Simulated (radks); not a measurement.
# Ionisation of Tb: one atom, several choices of exchange strength α

The task here is to estimate one member of a computed series from the others.

The numbers are computed with radks (a radial shooting solver on a logarithmic mesh, Libxc functionals) version 1 (Dirac Kohn-Sham, spin-unpolarised, spherical densities, finite nucleus; open shells fill j = l - 1/2 first), except any that are marked as measured or tabulated.

## The system

- element: terbium (Z = 65)
- charge: 0
- electrons: 65
- configuration: [Xe] 4f9 6s2
- ion: Tb⁺, [Xe] 4f9 6s1
- choices: α = 0.582; α = 0.667; α = 0.741; α = 0.911; α = 0.918; α = 1.008; α = 1.045

Set-up of the first run:

Settings of this run:

```text
Z 65
configuration [Xe] 4f9 6s2
relativity Dirac
functional xalpha 0.582
spin unpolarised
j_filling energy
nucleus finite rms 5.06 fm
c 137.035999084
```

Steps of the session up to this table: α = 0.582: Tb.

One of the session's tables, all rows but one given; the rest of the session is left out.

It belongs to the step «α = 0.582: Tb». From the orbitals of this run (lengths in bohr):

| level | <r> | outermost maximum (interpolated) | 90 % within | nodes |
| --- | --- | --- | --- | --- |
| 4d3/2 | ? | ? | ? | ? |
| 4d5/2 | 0.6312 | 0.552 | 0.950 | 1 |
| 5s1/2 | 1.333 | 1.18 | 1.93 | 4 |
| 5p1/2 | 1.514 | 1.30 | 2.24 | 3 |
| 5p3/2 | 1.625 | 1.38 | 2.41 | 3 |
| 6s1/2 | 4.325 | 3.55 | 6.51 | 5 |
| 4f5/2 | 0.9361 | 0.555 | 1.66 | 0 |
| 4f7/2 | 0.9727 | 0.561 | 1.73 | 0 |

Q: Estimate the row for 4d3/2 from the others.

The run gave: <r>: 0.6202; outermost maximum (interpolated): 0.544; 90 % within: 0.934; nodes: 1. In the column «<r>» it is the lowest.

Limits of these values: Spin polarisation and multiplet splitting are left out, so open shells lie too high by an amount that depends on their filling.
